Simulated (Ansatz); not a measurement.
The system is HfGe.

```
Hf Ge
1.0
     3.50084    0.00000    0.00000
     0.00000    3.50084    0.00000
     0.00000    0.00000    3.50084
Hf Ge
1 1
Direct
  0.00000 0.00000 0.00000
  0.50000 0.50000 0.50000
```

The cell was built by a generator and needn't be a form met in nature.

Base run:

```yaml
Program: Ansatz 0.2.0
Functional: revPBE
Potentials_or_basis: Ansatz PAW
Cutoff: "420 eV (not typed: the program's choice for these potentials)"
k_mesh: 8 × 8 × 8
Occupations: fermi-dirac, width 0.05 eV
Spin: no spin polarisation
```

Its results: band gap on the k mesh none (metal or under the smearing width); pressure -9.7 GPa.

Question: The run is repeated on the same cell with these changes: functional from revPBE to RPBE. What comes out?

Answer: Band gap on the k mesh none (metal or under the smearing width); pressure -9.1 GPa.

Caveats: spin-orbit coupling is left out, which moves the levels of the heavy elements; the PAW data sets come from PBE, with cores solved anew for the run's functional, which leaves a small shift of forces and pressure.
